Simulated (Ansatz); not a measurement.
# quartet CH5Ge at 6 levels

Wanted: a comparison of 6 runs (UHF/3-21G, UHF/def2-TZVP, UPBE/def2-TZVP, UPBE0/def2-TZVP, USVWN5/def2-TZVP, UCCSD/def2-TZVP) of quartet CH5Ge. 

The results are computed with Ansatz 0.2.0.

36 further runs of the same task are left out: 36 set aside as unsound or not needed.

**1. The structure to begin with**

The species is CH5Ge (7 atoms), meant as a quartet with charge 0. SMILES of the parent species: `[CH3][GeH2]`. Geometry: relaxed at PBE0-D4/def2-TZVP. That shape belongs to the parent species and isn't relaxed for this state.

Bond lengths: C1–Ge2 1.960 Å, C1–H3 1.090 Å, C1–H4 1.090 Å, C1–H5 1.093 Å, Ge2–H6 1.546 Å, Ge2–H7 1.546 Å. Angles: C1–Ge2–H6 111.3°, C1–Ge2–H7 111.3°, Ge2–C1–H3 110.3°, Ge2–C1–H4 110.3°, Ge2–C1–H5 109.7°, H6–Ge2–H7 109.5°, H3–C1–H4 109.0°, H3–C1–H5 108.8°, H4–C1–H5 108.8°.

**2. The energy at UHF/3-21G (run 1)**

in.yaml reads:

```yaml
crystal:
  periodic: [false, false, false]
  atoms:
    - {symbol: C, position_ang: [-0.247600, -0.809300, -0.206400]}
    - {symbol: Ge, position_ang: [0.396000, 0.824800, 0.663000]}
    - {symbol: H, position_ang: [-1.153200, -1.166400, 0.283800]}
    - {symbol: H, position_ang: [0.513100, -1.588100, -0.157000]}
    - {symbol: H, position_ang: [-0.473200, -0.603400, -1.255600]}
    - {symbol: H, position_ang: [-0.673100, 1.940800, 0.621200]}
    - {symbol: H, position_ang: [1.699200, 1.333700, 0.005300]}
basis:
  gaussian: {orbitals: 3-21G-spherical.json}
magnetization: {spin_polarized: true, initial_magnetization: 3}
hamiltonian: {xc: hf}
accuracy: high
output: {orbitals: {seedname: orbitals}}
```

The basis set 3-21G is read from a file made from the Basis Set Exchange's data (not shown).

Run with:

```console
$ ansatz run in.yaml --threads 1 --pin off --max-ram 3480MiB --events-out events.jsonl --progress --plain --runs-dir runs
```

Standard output:

```text
Warning: RAYON_NUM_THREADS=1 ignored (pool sized by the plan → 1); use --threads N
Functional definition: HF
  name "HF"
  exchange = exact_x
  correlation = 0
770 factors; integrals over basis functions are off by at most 4.6e-9 eV
mean field evaluation 1: about -57293.7197 eV, gradient 9.8e0 eV
mean field evaluation 2: about -57294.0115 eV, gradient 9.8e0 eV
mean field evaluation 4: about -57295.1541 eV, gradient 1.5e0 eV
mean field evaluation 8: about -57295.2302 eV, gradient 1.4e-1 eV
mean field evaluation 16: about -57295.2310 eV, gradient 3.5e-6 eV
mean field evaluation 32: about -57294.6439 eV, gradient 1.5e0 eV
mean field evaluation 64: about -57293.8932 eV, gradient 6.8e-1 eV
mean field evaluation 96: about -57294.5093 eV, gradient 1.1e0 eV
mean field -57295.23103337 eV, -2105.5609043739 hartree, gradient 1.7e-8 eV, S^2 3.758107; 1 other end points of the search recorded, 0 dependent functions left out
reference -57295.23103337 eV, -2105.5609043739 hartree; 23, 20 occupied and 18, 21 virtual orbitals, 770 factors
Total energy: -57295.23103337 eV, -2105.5609043739 hartree
```

Run time: 1.3 s. Hardware: 1 thread of Arm Neoverse V2, shared host; peak memory 0.11 GiB.

**3. The energy at UHF/def2-TZVP (run 2)**

job.yaml reads:

```yaml
basis:
  gaussian: {orbitals: def2-TZVP}
crystal:
  periodic: [false, false, false]
  atoms:
    - symbol: C
      position_ang: [-0.247600, -0.809300, -0.206400]
    - symbol: Ge
      position_ang: [0.396000, 0.824800, 0.663000]
    - symbol: H
      position_ang: [-1.153200, -1.166400, 0.283800]
    - symbol: H
      position_ang: [0.513100, -1.588100, -0.157000]
    - symbol: H
      position_ang: [-0.473200, -0.603400, -1.255600]
    - symbol: H
      position_ang: [-0.673100, 1.940800, 0.621200]
    - symbol: H
      position_ang: [1.699200, 1.333700, 0.005300]
magnetization: {spin_polarized: true, initial_magnetization: 3}
hamiltonian: {xc: hf}
accuracy: high
output: {orbitals: {seedname: orbitals}}
```

Run with:

```console
$ ansatz run job.yaml --threads 1 --pin off --max-ram 3480MiB --events-out events.jsonl --progress --plain --runs-dir runs
```

Standard output, shortened:

```text
Warning: RAYON_NUM_THREADS=1 ignored (pool sized by the plan → 1); use --threads N
[... 2 set-up lines as earlier in the session ...]
[...]
1947 factors; integrals over basis functions are off by at most 4.7e-9 eV
[...]
mean field -57574.98534052 eV, -2115.8416855375 hartree, gradient 3.0e-8 eV, S^2 3.761496; 8 other end points of the search recorded, 0 dependent functions left out
reference -57574.98534052 eV, -2115.8416855375 hartree; 23, 20 occupied and 86, 89 virtual orbitals, 1947 factors
Total energy: -57574.98534052 eV, -2115.8416855375 hartree
```

Run time: 34 s. Hardware: 1 thread of Arm Neoverse V2, shared host; peak memory 0.39 GiB.

Runs 3 to 4 aren't shown in full; the table further down has their settings and results.

**4. A single-point energy at USVWN5/def2-TZVP (run 5)**

run.yaml reads:

```yaml
basis:
  gaussian: {orbitals: def2-TZVP}
crystal:
  periodic: [false, false, false]
  atoms:
    - {symbol: C, position_ang: [-0.247600, -0.809300, -0.206400]}
    - {symbol: Ge, position_ang: [0.396000, 0.824800, 0.663000]}
    - {symbol: H, position_ang: [-1.153200, -1.166400, 0.283800]}
    - {symbol: H, position_ang: [0.513100, -1.588100, -0.157000]}
    - {symbol: H, position_ang: [-0.473200, -0.603400, -1.255600]}
    - {symbol: H, position_ang: [-0.673100, 1.940800, 0.621200]}
    - {symbol: H, position_ang: [1.699200, 1.333700, 0.005300]}
magnetization: {spin_polarized: true, initial_magnetization: 3}
hamiltonian: {xc: {name: SVWN5}}
accuracy: high
output: {orbitals: {seedname: orbitals}}
```

Run with:

```console
$ ansatz run run.yaml --threads 1 --pin off --max-ram 3480MiB --events-out events.jsonl --progress --plain --runs-dir runs
```

Standard output:

```text
Warning: RAYON_NUM_THREADS=1 ignored (pool sized by the plan → 1); use --threads N
Functional definition: SVWN5
  name "SVWN5"
  exchange = slater_x
  correlation = vwn5_c
1947 factors; integrals over basis functions are off by at most 4.7e-9 eV
mean field evaluation 1: about -57518.4085 eV, gradient 5.4e1 eV
mean field evaluation 2: about -57450.5357 eV, gradient 9.7e1 eV
mean field evaluation 4: about -57525.8328 eV, gradient 2.4e1 eV
mean field evaluation 8: about -57530.3949 eV, gradient 9.4e0 eV
mean field evaluation 16: about -57531.3660 eV, gradient 1.4e-1 eV
mean field evaluation 32: about -57529.8386 eV, gradient 1.2e1 eV
mean field evaluation 64: about -57531.1440 eV, gradient 3.2e0 eV
mean field evaluation 96: about -57531.3187 eV, gradient 8.5e-1 eV
mean field evaluation 128: about -57530.6286 eV, gradient 5.1e-1 eV
mean field -57531.48579919 eV, -2114.2431068787 hartree, gradient 1.8e-8 eV, S^2 3.751959; 18 other end points of the search recorded, 0 dependent functions left out
reference -57531.48580224 eV, -2114.2431069907 hartree; 23, 20 occupied and 86, 89 virtual orbitals, 1947 factors
Total energy: -57531.48580224 eV, -2114.2431069907 hartree
```

It took 25 s on 1 thread of Arm Neoverse V2, shared host; peak memory 0.31 GiB.

**5. The energy at UCCSD/def2-TZVP (run 6)**

job.yaml reads:

```yaml
basis:
  gaussian: {orbitals: def2-TZVP}
crystal:
  periodic: [false, false, false]
  atoms:
    - {symbol: C, position_ang: [-0.247600, -0.809300, -0.206400]}
    - {symbol: Ge, position_ang: [0.396000, 0.824800, 0.663000]}
    - {symbol: H, position_ang: [-1.153200, -1.166400, 0.283800]}
    - {symbol: H, position_ang: [0.513100, -1.588100, -0.157000]}
    - {symbol: H, position_ang: [-0.473200, -0.603400, -1.255600]}
    - {symbol: H, position_ang: [-0.673100, 1.940800, 0.621200]}
    - {symbol: H, position_ang: [1.699200, 1.333700, 0.005300]}
magnetization: {spin_polarized: true, initial_magnetization: 3}
correlation: {method: ccsd, frozen_orbitals: {C: 1, Ge: 9, H: 0}}
accuracy: high
scf: {omitted_lower_state_checks: [cluster_reference, increment]}
```

Run with:

```console
$ ansatz run job.yaml --threads 1 --pin off --max-ram 3480MiB --events-out events.jsonl --progress --plain --runs-dir runs
```

Standard output:

```text
Warning: RAYON_NUM_THREADS=1 ignored (pool sized by the plan → 1); use --threads N
[... 16 lines left out ...]
10 core orbitals not correlated: weight in the atoms' cores, before any rotation towards them, 1.000 or more for the frozen orbitals, at most 0.000 for the correlated occupied ones
[... 38 lines left out ...]
Total energy: -57586.66287673 eV, -2116.2708270776 hartree
Checks for a lower state left out: cluster_reference, increment
```

Wall time 2.6 min (1 thread of Arm Neoverse V2, shared host); peak memory 1.7 GiB.

**6. The series**

```
run             level  frozen core orbitals   energy (Eh)  HOMO energy (eV)   ⟨S²⟩  wall time
  1         UHF/3-21G                     –  -2105.560904             -2.87  3.758      1.3 s
  2     UHF/def2-TZVP                     –  -2115.841686             -2.99  3.761       34 s
  3    UPBE/def2-TZVP                     –  -2117.426553             -1.06  3.753       35 s
  4   UPBE0/def2-TZVP                     –  -2117.484882             -1.65  3.754       15 s
  5  USVWN5/def2-TZVP                     –  -2114.243107             -1.18  3.752       25 s
  6   UCCSD/def2-TZVP                    10  -2116.270827                 –  3.761    2.6 min
```

**7. Outcome**

```
                                           quantity           value
                                run 6: total energy  -2116.27083 Eh
run 6: correlation energy (10 core orbitals frozen)      -429.1 mEh
           run 6: ⟨S²⟩ of the reference determinant           3.761
                               run 6: T1 diagnostic           0.021
```

What this shows: Totals of different functionals can't be ranked against each other. All runs together took 4.4 min, the longest 2.6 min.
